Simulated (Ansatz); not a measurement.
# Cl4Hf: the cost of one run

Method: RKS PBE/def2-SVP, in Ansatz 0.2.0.

## 1. The system as given

Bond lengths: Hf1–Cl2 2.520 Å, Hf1–Cl3 2.520 Å, Hf1–Cl4 2.518 Å, Hf1–Cl5 2.518 Å. Angles: Cl2–Hf1–Cl3 109.5°, Cl2–Hf1–Cl4 109.5°, Cl2–Hf1–Cl5 109.5°, Cl3–Hf1–Cl4 109.5°, Cl3–Hf1–Cl5 109.5°, Cl4–Hf1–Cl5 109.5°.

Structure file:

```xyz
5

Hf    0.0000    0.0000    0.0000
Cl    0.0000    0.0000    2.5200
Cl    2.3764    0.0000   -0.8392
Cl   -1.1869    2.0563   -0.8392
Cl   -1.1869   -2.0563   -0.8392
```

## 2. Preparing the start

The input, input.yaml:

```yaml
crystal:
  periodic: [false, false, false]
  atoms:
    - { symbol: Hf, position_ang: [0.0, 0.0, 0.0] }
    - { symbol: Cl, position_ang: [0.0, 0.0, 2.52] }
    - { symbol: Cl, position_ang: [2.3764, 0.0, -0.8392] }
    - { symbol: Cl, position_ang: [-1.1869, 2.0563, -0.8392] }
    - { symbol: Cl, position_ang: [-1.1869, -2.0563, -0.8392] }
basis:
  gaussian: { orbitals: def2-SVP }
hamiltonian:
  xc: pbe
relax:
  f_tol: 0.02
  max_steps: 40
```

On the command line:

```sh
$ ansatz run input.yaml --threads 2 --pin off --max-ram 3072MiB --backend cpu --events-out ev --progress --plain --runs-dir out
```

What time and memory should one allow on 2 threads of Arm Neoverse V1, shared host?

About 13 s, with a peak of 0.21 GiB.
